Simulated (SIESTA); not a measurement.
The system is Mo2WSe4S2, a slab with vacuum.

```
CELL_PARAMETERS angstrom
3.27429 0.00000 0.00000
-1.63714 2.83561 0.00000
0.00000 0.00000 30.21926
ATOMIC_POSITIONS crystal
W 0.00000 0.00000 0.42168
Mo 0.33333 0.66667 0.65300
Mo 0.00000 0.00000 0.88436
Se 0.00000 0.00000 0.70898
Se 0.33333 0.66667 0.82838
Se 0.33333 0.66667 0.94034
Se 0.00000 0.00000 0.59705
S 0.33333 0.66667 0.37058
S 0.33333 0.66667 0.47279
```

```yaml
Program: SIESTA 5.4.2
Task: single point
Functional: PBEsol
Potentials_or_basis: PseudoDojo 0.4 standard (PBEsol files)
Basis: DZP (energy shift 0.003 Ry; two zetas on semicore shells)
Grid_cutoff: 800 Ry
Energy_shift: 0.003 Ry
k_mesh: 9 × 9 × 1
Occupations: fermi-dirac, width 0.05 eV
Spin: no spin polarisation
```

On this cell: largest force 0.310 eV/Å; band gap on the k mesh 0.92 eV, direct.

The same run follows on a disturbed copy (atoms moved at random, drawn with an rms of 0.05 Å):

```xyz
9
Lattice="3.2743 0.0000 0.0000 -1.6371 2.8356 0.0000 0.0000 0.0000 30.2193" Properties=species:S:1:pos:R:3 pbc="T T T"
W     0.0132   -0.0061   12.7844
Mo   -0.0102    1.8783   19.7298
Mo   -0.0087    0.0265   26.7067
Se    0.0303   -0.0213   21.4611
Se   -0.0215    1.9140   25.0351
Se    0.0530    1.9065   28.4499
Se   -0.0433    0.0221   18.0558
S    -0.0241    1.8929   11.2459
S     0.0330    1.9193   14.2348
```

Problem. What changes?

Solution. The energy moves by +16.9 meV/atom; largest force 1.927 eV/Å; band gap on the k mesh 0.59 eV, indirect (least direct gap 0.64 eV).

Forces in eV/Å, atoms in the order of the input:
```
W   -0.113  0.511 -1.444
Mo   0.043  0.232  0.809
Mo   0.371 -0.093  0.921
Se  -0.306  0.070 -0.264
Se   0.089  0.028 -0.543
Se  -0.454  0.061 -0.462
Se   0.260 -0.297 -0.539
S    0.351 -0.104 -0.352
S   -0.240 -0.407  1.869
```

Stress tensor (GPa, compression positive):
```
-0.52  0.09 -1.57
 0.09 -0.57  0.12
-1.57  0.12  1.56
```

Caveats: short orbitals over semicore shells can move pressures by several GPa; spin-orbit coupling is left out, which moves the levels of the heavy elements; the basis of atomic orbitals isn't converged, which shifts pressures, moduli and gaps.

A k mesh can miss the band edges.
